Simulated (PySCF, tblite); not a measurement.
# C5H17AlO2Si: geometry, infrared bands, NMR shifts and electronic excitations, part 1 of 2

What infrared bands, NMR shifts and electronic excitations should C5H17AlO2Si (`C[O+](C)[AlH2-][O][Si](C)(C)C`) show?

Computed with tblite 0.8.0 and PySCF 2.14.0, with density-fitted response routines of our own, on a single molecule in the gas phase. Atoms are numbered from 0 throughout.

**1. The starting structure**

26 atoms, charge 0, multiplicity 1; geometry from: force field or distance geometry start.

Bonds of the start (Å): C0–O1 1.40, O1–C2 1.40, O1–Al3 1.82, Al3–O4 1.83, O4–Si5 1.73, Si5–C6 1.84, Si5–C7 1.89, Si5–C8 1.86, C0–H9 1.10, C0–H10 1.12, C0–H11 1.12, C2–H12 1.07, C2–H13 1.10, C2–H14 1.14, Al3–H15 1.61, Al3–H16 1.59, C6–H17 1.10, C6–H18 1.13, C6–H19 1.12, C7–H20 1.13, C7–H21 1.09, C7–H22 1.11, C8–H23 1.12, C8–H24 1.09, C8–H25 1.10.

**2. Relaxing the molecule with GFN2-xTB**

Job settings and geometry (Å):

```
{"job": {"kind": "relax", "xc": "GFN2-xTB", "basis": "xTB"}, "charge": 0, "multiplicity": 1}
C      2.681800    -1.330800    -0.058200
O      2.478400    -0.121700    -0.733400
C      3.473900     0.809700    -0.435700
Al     0.854100     0.634800    -0.403900
O     -0.514200    -0.303800    -1.178600
Si    -1.843400    -0.186400    -0.080200
C     -3.451000    -0.586700    -0.870000
C     -1.914800     1.630600     0.435800
C     -1.374000    -1.249800     1.372100
H      2.672100    -1.251400     1.040800
H      1.884200    -2.062400    -0.343000
H      3.665500    -1.767000    -0.351000
H      4.453400     0.465700    -0.707700
H      3.422600     1.077800     0.629500
H      3.157800     1.732800    -1.026300
H      0.545900     0.656600     1.175000
H      0.838300     2.151700    -0.878400
H     -3.485000    -1.516200    -1.451400
H     -4.274700    -0.641900    -0.098600
H     -3.711600     0.267300    -1.541800
H     -2.979300     1.998500     0.365100
H     -1.332400     2.186900    -0.304400
H     -1.535000     1.795300     1.468300
H     -1.424500    -0.687400     2.344200
H     -1.989400    -2.146100     1.391200
H     -0.319800    -1.533400     1.283800
```

On the command line:

```console
$ OMP_NUM_THREADS=1 python probes_run.py task.json out
```

The driver reads the jobs from task.json and runs them one after another.

What it wrote:

```text
step      E/eV     max force
  0    -826.65845    3.287
  1    -827.16637    2.032
  2    -827.32442    0.793
  3    -827.38399    0.665
  4    -827.44977    0.670
  5    -827.48194    0.497
  6    -827.51688    0.483
  7    -827.55067    0.534
  8    -827.58027    0.507
  9    -827.60244    0.446
 10    -827.61869    0.267
 11    -827.63069    0.303
 12    -827.64331    0.376
 13    -827.65630    0.279
 14    -827.66727    0.215
 15    -827.67829    0.246
 16    -827.69250    0.390
 17    -827.71111    0.492
 18    -827.73325    0.484
 19    -827.75353    0.361
 20    -827.77074    0.307
 21    -827.78741    0.286
 22    -827.80072    0.375
 23    -827.81378    0.411
 24    -827.83128    0.384
 25    -827.85454    0.407
 26    -827.87826    0.336
 27    -827.89756    0.398
 28    -827.91401    0.316
 29    -827.92896    0.254
 30    -827.94514    0.271
 31    -827.96010    0.262
 32    -827.96616    0.465
 33    -827.98492    0.306
 34    -827.99955    0.232
 35    -828.02394    0.277
 36    -828.04840    0.421
 37    -828.07840    0.496
 38    -828.10272    0.431
 39    -828.12116    0.344
 40    -828.12501    0.365
 41    -828.14360    0.245
 42    -828.15106    0.206
 43    -828.16133    0.179
 44    -828.16741    0.209
 45    -828.17369    0.211
 46    -828.17874    0.156
 47    -828.18466    0.154
 48    -828.19159    0.185
 49    -828.20043    0.284
 50    -828.21121    0.327
 51    -828.22273    0.274
 52    -828.23193    0.172
 53    -828.23671    0.157
 54    -828.23916    0.188
 55    -828.24287    0.147
 56    -828.24802    0.115
 57    -828.25220    0.138
 58    -828.25770    0.125
 59    -828.26224    0.130
 60    -828.26640    0.115
 61    -828.26981    0.117
 62    -828.27312    0.110
 63    -828.27677    0.114
 64    -828.28089    0.137
 65    -828.28497    0.169
 66    -828.28840    0.131
 67    -828.29092    0.141
 68    -828.29294    0.096
 69    -828.29460    0.126
 70    -828.29604    0.102
 71    -828.29721    0.059
 72    -828.29823    0.057
 73    -828.29917    0.073
 74    -828.30023    0.089
 75    -828.30147    0.077
 76    -828.30295    0.086
 77    -828.30471    0.090
 78    -828.30677    0.113
 79    -828.30881    0.111
 80    -828.31057    0.084
 81    -828.31204    0.085
 82    -828.31358    0.081
 83    -828.31552    0.108
 84    -828.31791    0.091
 85    -828.32002    0.092
 86    -828.32183    0.086
 87    -828.32369    0.086
 88    -828.32591    0.101
 89    -828.32808    0.109
 90    -828.33017    0.125
 91    -828.33191    0.091
 92    -828.33408    0.096
 93    -828.33596    0.093
 94    -828.33875    0.098
 95    -828.34135    0.114
 96    -828.34403    0.117
 97    -828.34650    0.108
 98    -828.34882    0.084
 99    -828.35096    0.109
100    -828.35311    0.119
101    -828.35514    0.106
102    -828.35680    0.096
103    -828.35802    0.098
104    -828.35920    0.095
105    -828.36058    0.081
106    -828.36343    0.079
107    -828.36507    0.086
108    -828.36692    0.085
109    -828.36818    0.080
110    -828.36946    0.068
111    -828.37069    0.078
112    -828.37175    0.068
113    -828.37264    0.070
114    -828.37348    0.061
115    -828.37473    0.088
116    -828.37591    0.107
117    -828.37733    0.093
118    -828.37839    0.071
119    -828.37940    0.057
120    -828.38055    0.064
121    -828.38202    0.076
122    -828.38343    0.057
123    -828.38429    0.042
124    -828.38476    0.069
125    -828.38521    0.052
126    -828.38575    0.043
127    -828.38689    0.049
128    -828.38753    0.057
129    -828.38857    0.058
130    -828.38937    0.051
131    -828.39017    0.057
132    -828.39078    0.058
133    -828.39138    0.054
134    -828.39194    0.047
135    -828.39243    0.047
136    -828.39286    0.045
137    -828.39329    0.047
138    -828.39373    0.050
139    -828.39415    0.049
140    -828.39455    0.045
141    -828.39499    0.060
142    -828.39546    0.046
143    -828.39604    0.048
144    -828.39649    0.046
145    -828.39681    0.039
146    -828.39715    0.042
147    -828.39759    0.052
148    -828.39805    0.058
149    -828.39840    0.040
150    -828.39856    0.030
151    -828.39874    0.027
152    -828.39889    0.027
153    -828.39919    0.023
154    -828.39932    0.022
155    -828.39950    0.022
156    -828.39967    0.031
157    -828.39995    0.033
158    -828.40027    0.031
159    -828.40062    0.026
160    -828.40089    0.024
161    -828.40108    0.027
162    -828.40124    0.025
163    -828.40140    0.029
164    -828.40158    0.023
165    -828.40178    0.027
166    -828.40200    0.032
167    -828.40229    0.033
168    -828.40250    0.033
169    -828.40260    0.015
170    -828.40264    0.013
171    -828.40269    0.020
172    -828.40277    0.028
173    -828.40286    0.033
174    -828.40294    0.021
175    -828.40302    0.021
176    -828.40311    0.023
177    -828.40325    0.030
178    -828.40342    0.039
179    -828.40358    0.029
180    -828.40371    0.029
181    -828.40385    0.025
182    -828.40399    0.022
183    -828.40413    0.022
184    -828.40424    0.020
185    -828.40434    0.016
186    -828.40443    0.017
187    -828.40449    0.012
188    -828.40453    0.013
189    -828.40455    0.014
190    -828.40458    0.011
191    -828.40460    0.009
```

Wall time 4.2 s (1 thread of Arm Neoverse N1, shared host); peak memory 0.18 GiB.

Along the way: (not every step is listed)

```csv
step,energy from step 0 (eV),largest force (eV/Å)
0,0.0000,3.2867
1,-0.5079,2.0319
2,-0.6660,0.7926
3,-0.7255,0.6651
4,-0.7913,0.6699
5,-0.8235,0.4966
6,-0.8584,0.4827
7,-0.8922,0.5340
8,-0.9218,0.5069
25,-1.1961,0.4075
42,-1.4926,0.2063
59,-1.6038,0.1301
76,-1.6445,0.0856
93,-1.6775,0.0930
110,-1.7110,0.0675
127,-1.7284,0.0494
144,-1.7380,0.0455
161,-1.7426,0.0269
178,-1.7450,0.0394
186,-1.7460,0.0170
187,-1.7460,0.0124
188,-1.7461,0.0135
189,-1.7461,0.0137
190,-1.7461,0.0114
191,-1.7461,0.0093
```

Close pairs (by a distance rule), those that changed most:

```csv
bond,before (Å),after (Å),change (Å)
Al3–O4,1.831,1.690,-0.141
O4–Si5,1.728,1.631,-0.097
O1–Al3,1.822,1.901,+0.079
Si5–C6,1.835,1.907,+0.072
Si5–C8,1.860,1.914,+0.054
C2–H14,1.141,1.089,-0.052
Al3–H15,1.609,1.558,-0.051
C6–H18,1.130,1.086,-0.044
```

The end geometry stands in the next job.

**3. Vibrational analysis with GFN2-xTB**

Job settings and geometry (Å):

```
{"job": {"kind": "ir", "xc": "GFN2-xTB", "basis": "xTB"}, "charge": 0, "multiplicity": 1}
C      2.230109    -1.301310     0.077609
O      2.381444     0.042610    -0.321655
C      3.702953     0.404770    -0.643818
Al     1.127557     1.460496    -0.493426
O     -0.320962     0.690111    -0.087685
Si    -1.793173     0.090110     0.278764
C     -2.567188    -0.638220    -1.304462
C     -2.878686     1.486040     0.984753
C     -1.568646    -1.293167     1.582774
H      2.833918    -1.510595     0.965787
H      1.174895    -1.430733     0.308935
H      2.522346    -1.979596    -0.729835
H      4.077609    -0.190543    -1.481236
H      4.363018     0.282065     0.219418
H      3.664557     1.454843    -0.929494
H      1.732783     2.429625     0.565851
H      1.354741     1.782701    -2.001247
H     -2.003452    -1.491036    -1.672010
H     -3.586399    -0.968099    -1.129245
H     -2.589154     0.103289    -2.097160
H     -3.846892     1.115330     1.306479
H     -3.049992     2.259282     0.241699
H     -2.401749     1.957466     1.838705
H     -0.958118    -0.953259     2.414533
H     -2.528234    -1.602169     1.985235
H     -1.094331    -2.177397     1.163848
```

What it wrote:

```text
mode    cm-1     km/mol
  1      -2.0      4.23
  2      45.5      0.67
  3      53.9      2.76
  4      87.4      0.16
  5      93.1      0.86
  6     101.5      0.27
  7     114.1      0.56
  8     128.7      0.01
  9     149.1      0.47
 10     155.5      0.62
 11     169.7      1.00
 12     173.6      0.43
 13     203.1      4.73
 14     225.7      0.16
 15     263.4     10.48
 16     266.9     10.40
 17     271.0      2.69
 18     303.8     18.20
 19     448.5     21.83
 20     461.8     93.83
 21     474.3     11.68
 22     505.9      0.03
 23     646.7     20.80
 24     697.6    542.48
 25     724.9     31.69
 26     734.6     13.54
 27     774.4      0.16
 28     789.9      3.69
 29     794.1      1.04
 30     812.5    384.18
 31     852.3    249.27
 32     852.7    246.41
 33     866.5     34.03
 34     941.1    120.19
 35    1012.8    646.36
 36    1062.5     14.14
 37    1118.5      0.28
 38    1137.6     43.58
 39    1152.5      3.67
 40    1219.1      4.76
 41    1373.0     15.69
 42    1373.9     19.20
 43    1376.1      7.07
 44    1389.4      5.71
 45    1398.1      2.22
 46    1448.8      0.10
 47    1455.5     15.97
 48    1467.9      8.92
 49    1477.4      3.05
 50    1485.3      0.01
 51    1488.2      0.14
 52    1490.4      0.04
 53    1490.7      0.11
 54    1496.6      0.30
 55    1499.2      0.32
 56    1701.0    519.00
 57    1737.6     94.06
 58    2950.5     30.47
 59    2955.6     16.79
 60    2959.8     19.38
 61    2963.5     32.32
 62    3020.1     31.93
 63    3021.1      6.98
 64    3033.8     32.77
 65    3035.8     20.75
 66    3039.3     20.27
 67    3040.3      8.64
 68    3043.1     14.53
 69    3044.8     11.65
 70    3045.0     18.00
 71    3047.4     37.36
 72    3050.6    108.95
```

Wall time 2.9 s (1 thread of Arm Neoverse N1, shared host); peak memory 0.18 GiB.

Which atoms move in the most intense modes:

```csv
cm⁻¹,km/mol,atoms
698,542.5,"H16 42 %, H15 40 %, Al3 12 %"
812,384.2,"H16 42 %, H15 42 %"
852,249.3,"Si5 20 %, H21 20 %, H19 16 %"
853,246.4,"Si5 23 %, H25 16 %, H17 12 %, H23 11 %"
941,120.2,"C2 25 %, C0 24 %, O1 21 %, H14 13 %"
1013,646.4,"O4 71 %, Si5 18 %"
1701,519.0,"H16 51 %, H15 44 %"
3051,109.0,"H24 55 %, H18 18 %, H20 14 %"
```

**4. Relaxing the molecule at PBE0-D3(BJ)/def2-SVP**

Job settings and geometry (Å):

```
{"job": {"xc": "PBE0", "basis": "def2-SVP", "d3": "d3bj", "grid": 1, "shake": 0.01, "kind": "geom"}, "charge": 0, "multiplicity": 1}
C      2.250520    -1.326870     0.081790
O      2.375770     0.038080    -0.323810
C      3.682750     0.402450    -0.652470
Al     1.160790     1.462750    -0.496950
O     -0.323770     0.683430    -0.098240
Si    -1.797080     0.094930     0.276380
C     -2.557610    -0.640220    -1.304220
C     -2.863230     1.491490     0.979700
C     -1.570470    -1.287760     1.602120
H      2.831220    -1.513030     0.975810
H      1.166030    -1.433650     0.317760
H      2.528150    -1.978680    -0.723130
H      4.049330    -0.180330    -1.490830
H      4.346330     0.284830     0.226420
H      3.660110     1.444080    -0.929230
H      1.732260     2.443680     0.573330
H      1.356680     1.793820    -2.003300
H     -2.012710    -1.485200    -1.666180
H     -3.588550    -0.975930    -1.126950
H     -2.614090     0.110190    -2.092250
H     -3.863280     1.115940     1.296840
H     -3.042420     2.238940     0.232550
H     -2.394650     1.969030     1.817120
H     -0.963100    -0.949980     2.408440
H     -2.512330    -1.614080     1.988780
H     -1.104820    -2.163340     1.163630
```

What it wrote:

```text
step   0  E = -882.19742671  max force = 0.038881
step   1  E = -882.20983892  max force = 0.003105
step   2  E = -882.21016998  max force = 0.002468
step   3  E = -882.21027860  max force = 0.001615
step   4  E = -882.21037995  max force = 0.001484
step   5  E = -882.21050927  max force = 0.001570
step   6  E = -882.21061078  max force = 0.001273
step   7  E = -882.21067497  max force = 0.001237
step   8  E = -882.21071456  max force = 0.000754
step   9  E = -882.21073293  max force = 0.000571
step  10  E = -882.21074387  max force = 0.000611
step  11  E = -882.21075979  max force = 0.000950
step  12  E = -882.21079487  max force = 0.001619
step  13  E = -882.21082843  max force = 0.002498
step  14  E = -882.21094196  max force = 0.002696
step  15  E = -882.21118241  max force = 0.001485
step  16  E = -882.21119906  max force = 0.001432
step  17  E = -882.21124227  max force = 0.000529
step  18  E = -882.21125711  max force = 0.000611
step  19  E = -882.21125144  max force = 0.000422
step  20  E = -882.21124856  max force = 0.000216
step  21  E = -882.21124739  max force = 0.000182
step  22  E = -882.21124685  max force = 0.000201
step  23  E = -882.21124671  max force = 0.000158
optimisation converged
```

It took 20 min on 1 thread of Arm Neoverse N1, shared host; peak memory 1.1 GiB.

Relaxation path:

```csv
step,energy from step 0 (eV),largest force component (eV/Å)
0,0.0000,1.9993
1,-0.3378,0.1597
2,-0.3468,0.1269
3,-0.3497,0.0830
4,-0.3525,0.0763
5,-0.3560,0.0807
6,-0.3588,0.0655
7,-0.3605,0.0636
8,-0.3616,0.0388
9,-0.3621,0.0294
10,-0.3624,0.0314
11,-0.3628,0.0489
12,-0.3638,0.0833
13,-0.3647,0.1285
14,-0.3678,0.1386
15,-0.3743,0.0764
16,-0.3748,0.0736
17,-0.3759,0.0272
18,-0.3763,0.0314
19,-0.3762,0.0217
20,-0.3761,0.0111
21,-0.3761,0.0094
22,-0.3761,0.0103
23,-0.3761,0.0081
```

Distances of close pairs at the start and the end, largest changes first:

```csv
bond,before (Å),after (Å),change (Å)
O1–Al3,1.880,1.991,+0.111
Si5–C8,1.929,1.883,-0.046
Al3–H16,1.555,1.600,+0.046
Al3–H15,1.560,1.601,+0.041
C8–H23,1.064,1.102,+0.038
C6–H17,1.069,1.102,+0.033
C8–H24,1.069,1.102,+0.033
C7–H21,1.072,1.102,+0.030
```

The next job starts from the end point, and lists it.

```csv
at the end point,value
point group (found at 0.08 Å tolerance),C1
"rotational constants (GHz, main isotopes)","1.880, 0.561, 0.518"
dipole moment (D),4.77
```

(Continued in part 2 of 2.)
